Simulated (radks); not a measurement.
**Br⁴⁺ in [Ar] 3d10 4s2 4p0.75 4d0.25: an all-electron calculation**

Aim: the levels, the sizes of the orbitals and the parts of the energy of the bromine ion Br4+.

Program: radks (a radial shooting solver on a logarithmic mesh, Libxc functionals) version 1. Level of theory: scalar-relativistic Kohn-Sham, PBE, spin-polarised, spherical densities, point nucleus; open shells are filled with parallel spins first. These are calculated values, not measurements, unless marked.

## Step 1: What is computed

| Quantity | Value |
| --- | --- |
| element | bromine (Z = 35) |
| charge | +4 |
| electrons | 31 |
| configuration | [Ar] 3d10 4s2 4p0.75 4d0.25 |

## Step 2: The calculation

Input:

```text
Z 35
configuration [Ar] 3d10 4s2 4p0.75 4d0.25
relativity scalar-relativistic
functional pbe,pbe
spin polarised
nucleus point
c 137.035999084
```

Launch:

```
> python run_ks.py task.json out
```

The same process makes all the runs of this session.

**Question.** What will this run give?

As calculated:

| quantity | value |
| --- | --- |
| total energy | -2601.99529 hartree |
| exchange-correlation share of it | 3.48 % |
| −T/E | 1.0217 |
| highest occupied level | 4d up, -32.321 eV |
| most extended occupied level | 4d up, <r> = 2.22 bohr |
| radius at density 0.001 e/bohr³ | 3.15 bohr |
| maxima of the radial density | 3 |

4 principal shells are occupied and 3 maxima appear in the radial density; where shells overlap, one shows as a shoulder or not at all. Relativity lifts −T/E to 1.022. This is not the tabulated ground configuration, so its levels and sizes aren't those of the ground state, and no measured value stands beside it.
